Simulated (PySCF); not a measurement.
# C₅H₇FO₂S: magnetic properties

Wanted: magnetic properties for C₅H₇FO₂S (`O=C(O)CSC1(F)CC1`).

Computed with PySCF 2.14.0 and routines of our own; the level stands in each step. Atoms count from 0.

## Step 1: The system as given

16 atoms, charge 0, multiplicity 1; geometry from: GFN2-xTB.

## Step 2: Magnetic properties: GIAO KT3/pcSseg-1

Job settings and geometry (Å):

```
{"job": {"kind": "mag", "xc": "KT3", "basis": "pcSseg-1", "isotopologues": 0}, "charge": 0, "multiplicity": 1}
O      1.736434     0.697905    -0.678444
C      2.047399    -0.023629     0.225831
O      3.175577     0.128605     0.927635
C      1.260425    -1.201524     0.747738
S     -0.242184    -1.546575    -0.217462
C     -1.320974    -0.279377     0.447937
F     -1.558262    -0.469612     1.784735
C     -1.281477     1.131106    -0.039325
C     -2.446106     0.243264    -0.381805
H      3.684151     0.887103     0.598220
H      1.879849    -2.097252     0.704443
H      0.977336    -1.025923     1.786505
H     -1.432542     1.906193     0.697397
H     -0.564930     1.372085    -0.808372
H     -2.535387    -0.128090    -1.390268
H     -3.386908     0.414665     0.118792
```

Level: GIAO KT3/pcSseg-1 magnetisability, rotational g tensor and spin-rotation constants, non-relativistic, gas phase.

The run is started by

```bash
> OMP_NUM_THREADS=1 python excited_run.py task.json out
```

This one command runs all jobs of the session in turn.

The program printed:

```text
coarse grid: 14656 points
cycle   1  E = -851.8687227193  dE =  1.441e+00  |g| = 1.220e+00  |ddm| = 3.751e+00
cycle   2  E = -850.9091470243  dE =  9.596e-01  |g| = 2.472e+00  |ddm| = 3.036e+00
cycle   3  E = -852.0553917655  dE = -1.146e+00  |g| = 6.341e-01  |ddm| = 2.534e+00
cycle   4  E = -852.1345738868  dE = -7.918e-02  |g| = 1.555e-01  |ddm| = 5.289e-01
cycle   5  E = -852.1381138897  dE = -3.540e-03  |g| = 6.316e-02  |ddm| = 1.514e-01
cycle   6  E = -852.1390047781  dE = -8.909e-04  |g| = 1.557e-02  |ddm| = 6.672e-02
cycle   7  E = -852.1390556787  dE = -5.090e-05  |g| = 5.476e-03  |ddm| = 2.069e-02
cycle   8  E = -852.1390624051  dE = -6.726e-06  |g| = 1.115e-03  |ddm| = 6.779e-03
final grid: 139416 points
cycle   9  E = -852.2760214384  dE = -2.818e-04  |g| = 2.998e-02  |ddm| = 6.460e-02
cycle  10  E = -852.2756808146  dE =  3.406e-04  |g| = 5.404e-02  |ddm| = 5.774e-02
cycle  11  E = -852.2761405963  dE = -4.598e-04  |g| = 8.014e-03  |ddm| = 4.213e-02
cycle  12  E = -852.2761522094  dE = -1.161e-05  |g| = 3.091e-03  |ddm| = 8.110e-03
cycle  13  E = -852.2761538601  dE = -1.651e-06  |g| = 6.837e-04  |ddm| = 2.369e-03
cycle  14  E = -852.2761539683  dE = -1.081e-07  |g| = 1.451e-04  |ddm| = 8.970e-04
cycle  15  E = -852.2761539734  dE = -5.122e-09  |g| = 4.328e-05  |ddm| = 2.119e-04
cycle  16  E = -852.2761539738  dE = -4.254e-10  |g| = 1.399e-05  |ddm| = 5.301e-05
converged SCF energy = -852.2761539738

Magnetisability tensor (1e-30 J/T^2)
    -1395.14       63.94       89.89
       63.94    -1359.39      -74.83
       89.89      -74.83    -1486.31
isotropic -1413.61   principal values   -1583.81  -1346.53  -1310.50
isotropic susceptibility -85.130 1e-6 cm^3/mol

Inertial axes            a          b          c
rot. const./GHz      2.4126     0.9032     0.8395
chi total           -83.734    -79.975    -91.680
chi diamagnetic    -589.466  -1367.235  -1479.508
chi paramagnetic    505.732   1287.260   1387.827
quadrupole/D A       10.142     -4.307     -5.835
g nuclear            0.5476     0.5386     0.5453
g electronic        -0.5732    -0.5462    -0.5474
g total             -0.0256    -0.0076    -0.0021

Spin-rotation constants (kHz, H = +C I.J)
atom  isotope        aa         bb         cc
  6    19F        2.537      0.507      0.461
  9     1H       -0.120      0.012     -0.106
 10     1H       -0.170     -0.009     -0.077
 11     1H       -0.227     -0.083      0.027
 12     1H       -0.278     -0.063     -0.011
 13     1H       -0.113     -0.059     -0.061
 14     1H       -0.250     -0.101      0.010
 15     1H        0.016     -0.104     -0.076
  0    17O*      -1.071     -0.429     -0.220
  1    13C*       1.116      0.295      0.247
  2    17O*      -0.370     -0.283     -0.160
  3    13C*       0.392      0.152      0.158
  4    33S*       0.639      0.253      0.278
  5    13C*       0.694      0.265      0.148
  7    13C*       0.400      0.149      0.095
* in the singly substituted isotopologue
```

It took 39 s on 1 thread of AMD EPYC 9R14, shared host; peak memory 0.69 GiB.

Key values:

| quantity | value |
| --- | --- |
| magnetisability | -1414·10⁻³⁰ J/T² |
| molar susceptibility | -85.1·10⁻⁶ cm³/mol |
| rotational g (a, b, c) | -0.0256, -0.0076, -0.0021 |

## Step 3: Magnetic properties: GIAO PBE0/def2-SVP

Settings changed since step 2:

```diff
@@ -1,2 +1,2 @@
-{"job": {"kind": "mag", "xc": "KT3", "basis": "pcSseg-1", "isotopologues": 0}, "charge": 0, "multiplicity": 1}
+{"job": {"kind": "mag", "xc": "PBE0", "basis": "def2-SVP"}, "charge": 0, "multiplicity": 1}
 O      1.736434     0.697905    -0.678444
```

With the program's defaults for keys left out, this is: GIAO PBE0/def2-SVP magnetisability, rotational g tensor and spin-rotation constants, non-relativistic, gas phase.

The program printed:

```text
coarse grid: 14656 points
cycle   1  E = -841.8270800110  dE =  1.526e+00  |g| = 1.006e+00  |ddm| = 4.401e+00
cycle   2  E = -841.4655562350  dE =  3.615e-01  |g| = 1.717e+00  |ddm| = 2.625e+00
cycle   3  E = -842.0050389300  dE = -5.395e-01  |g| = 2.988e-01  |ddm| = 1.870e+00
cycle   4  E = -842.0213538947  dE = -1.631e-02  |g| = 8.183e-02  |ddm| = 3.028e-01
cycle   5  E = -842.0225289324  dE = -1.175e-03  |g| = 2.023e-02  |ddm| = 8.514e-02
cycle   6  E = -842.0226225869  dE = -9.365e-05  |g| = 4.930e-03  |ddm| = 2.553e-02
cycle   7  E = -842.0226280165  dE = -5.430e-06  |g| = 1.346e-03  |ddm| = 7.421e-03
final grid: 139416 points
cycle   8  E = -842.1322123555  dE = -2.336e-05  |g| = 1.379e-02  |ddm| = 3.527e-02
cycle   9  E = -842.1321554271  dE =  5.693e-05  |g| = 2.182e-02  |ddm| = 3.175e-02
cycle  10  E = -842.1322514807  dE = -9.605e-05  |g| = 2.934e-03  |ddm| = 2.031e-02
cycle  11  E = -842.1322531929  dE = -1.712e-06  |g| = 4.021e-04  |ddm| = 2.781e-03
cycle  12  E = -842.1322532199  dE = -2.703e-08  |g| = 1.467e-04  |ddm| = 5.365e-04
cycle  13  E = -842.1322532244  dE = -4.514e-09  |g| = 2.793e-05  |ddm| = 1.735e-04
cycle  14  E = -842.1322532246  dE = -1.810e-10  |g| = 6.446e-06  |ddm| = 4.374e-05
converged SCF energy = -842.1322532246

Magnetisability tensor (1e-30 J/T^2)
    -1436.93       68.09       98.07
       68.09    -1400.28      -86.96
       98.07      -86.96    -1528.15
isotropic -1455.12   principal values   -1641.00  -1377.70  -1346.67
isotropic susceptibility -87.630 1e-6 cm^3/mol

Inertial axes            a          b          c
rot. const./GHz      2.4126     0.9032     0.8395
chi total           -86.232    -81.977    -94.679
chi diamagnetic    -589.275  -1366.640  -1478.746
chi paramagnetic    503.043   1284.663   1384.067
quadrupole/D A       10.694     -4.442     -6.252
g nuclear            0.5476     0.5386     0.5453
g electronic        -0.5702    -0.5451    -0.5459
g total             -0.0225    -0.0065    -0.0006

Spin-rotation constants (kHz, H = +C I.J)
atom  isotope        aa         bb         cc
  6    19F        1.721      0.323      0.341
  9     1H       -0.129      0.008     -0.107
 10     1H       -0.180     -0.011     -0.082
 11     1H       -0.239     -0.087      0.023
 12     1H       -0.284     -0.067     -0.014
 13     1H       -0.121     -0.063     -0.061
 14     1H       -0.256     -0.104      0.006
 15     1H        0.004     -0.106     -0.078
  0    17O*      -1.039     -0.433     -0.202
  1    13C*       1.084      0.284      0.232
  2    17O*      -0.313     -0.264     -0.136
  3    13C*       0.336      0.135      0.141
  4    33S*       0.539      0.219      0.239
  5    13C*       0.633      0.247      0.129
  7    13C*       0.338      0.129      0.076
* in the singly substituted isotopologue
```

Wall time 21 s (1 thread of AMD EPYC 9R14, shared host); peak memory 0.77 GiB.

From this job:

| quantity | value |
| --- | --- |
| magnetisability | -1455·10⁻³⁰ J/T² |
| molar susceptibility | -87.6·10⁻⁶ cm³/mol |
| rotational g (a, b, c) | -0.0225, -0.0065, -0.0006 |

## Step 4: The levels compared

| level | ξ (10⁻³⁰ J/T²) | g(a) | g(b) | gap (eV) | functions | time |
| --- | --- | --- | --- | --- | --- | --- |
| GIAO KT3/pcSseg-1 | -1414 | -0.0256 | -0.0076 | 4.71 | 195 | 39 s |
| GIAO PBE0/def2-SVP | -1455 | -0.0225 | -0.0065 | 6.97 | 165 | 21 s |

## Step 5: Results

| quantity | value |
| --- | --- |
| magnetisability (step 2, GIAO KT3/pcSseg-1) | -1414·10⁻³⁰ J/T² |
| molar susceptibility (step 2, GIAO KT3/pcSseg-1) | -85.1·10⁻⁶ cm³/mol |
| rotational g (a, b, c) (step 2, GIAO KT3/pcSseg-1) | -0.0256, -0.0076, -0.0021 |
| magnetisability over the levels | -1455 to -1414·10⁻³⁰ J/T² |

**Reading.** The magnetisability spreads by 2.9 % over 2 levels, from GIAO PBE0/def2-SVP (21 s) to GIAO KT3/pcSseg-1 (39 s); the runs took 21 s to 39 s. Two levels can agree by chance, so this spread shows no convergence. Vibrational averaging and real surroundings are missing from these values.
